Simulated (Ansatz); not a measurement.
This script makes cell relaxations under several functionals of TiRe, space group Pm-3m with the Ansatz DFT code, driven from Python.

`tire_lattice.py`:
```python
# -*- coding: utf-8 -*-
import warnings

import ansatz
import numpy as np

def edges_and_angles(cell):
    cell = np.asarray(cell)
    a, b, c = np.linalg.norm(cell, axis=1)
    cosines = cell[1] @ cell[2] / (b * c), cell[0] @ cell[2] / (a * c), cell[0] @ cell[1] / (a * b)
    return (a, b, c, *np.degrees(np.arccos(cosines)))

warnings.simplefilter("ignore", ansatz.DeckWarning)

lattice = ansatz.Lattice.of(
    [3.118, 0.0, 0.0],
    [0.0, 3.118, 0.0],
    [0.0, 0.0, 3.118],
)
sites = [
    ("Ti", [0.5, 0.5, 0.5]),
    ("Re", [0.0, 0.0, 0.0]),
]
system = ansatz.Crystal(lattice=lattice)
for symbol, position in sites:
    system = system.atom(symbol, position)

calculation = (
    system.calculation()
    .basis(650)
    .kpoints(mesh=(7, 7, 7))
    .occupations("gaussian", width=150 * ansatz.meV)
    .relax(cell=True)
)

levels = [("r2scan", "none"), ("r2scan", "d4"), ("r2scan", "rvv10")]
print("level            a       b       c    alpha   beta  gamma  V/atom  steps")
for name, dispersion in levels:
    seen = []
    run = calculation.functional(name, dispersion=dispersion).session().plan()
    res = run.execute(on_event=lambda e: seen.append(e) if e["event"] == "relax_step" else None)
    cell = res.lattice.cell_ang
    label = name if dispersion == "none" else f"{name}+{dispersion}"
    print("{:13s} {:7.4f} {:7.4f} {:7.4f} {:6.2f} {:6.2f} {:6.2f}".format(label, *edges_and_angles(cell)), f"{abs(np.linalg.det(cell)) / len(res.lattice.sites):7.3f} {len(seen):5d}")
```

Rank the levels of theory by the volume of the relaxed cell.

From smallest to largest: r2SCAN+RVV10 (14.84 Å³ an atom, -2.1 % against the start), r2SCAN+D4 (14.86 Å³ an atom, -1.9 % against the start) and r2SCAN (14.96 Å³ an atom, -1.3 % against the start). The spread is 0.8 % in volume.

The run itself:

```console
$ python tire_lattice.py
level            a       b       c    alpha   beta  gamma  V/atom  steps
r2scan         3.1044  3.1044  3.1044  90.00  90.00  90.00  14.958     5
r2scan+d4      3.0977  3.0977  3.0977  90.00  90.00  90.00  14.862     5
r2scan+rvv10   3.0963  3.0963  3.0963  90.00  90.00  90.00  14.843     5
```

Caveats:
- Forces vanish by symmetry, so the ions can't move, and the end may be a saddle.
- Dispersion corrections can be off by several per cent in the lattices of metals, and by several GPa in the pressure at a fixed cell.
- For a metal this k-point mesh is coarse: on a finer one energies can move by several to tens of meV an atom and pressures by half a GPa or more, differences at one mesh by less.
- Spin-orbit coupling, which matters for elements this heavy, is left out.
- The structure is a deposited one; some such entries were measured under pressure or heat, so a shift against it needn't be the functional's error alone.
- Hardware and time: 44 s on 1 thread of Intel(R) Xeon(R) Platinum 8488C (Sapphire Rapids), on a shared host, peak memory 0.59 GiB.

(Lines on the test bed's own set-up are left out of the output.)
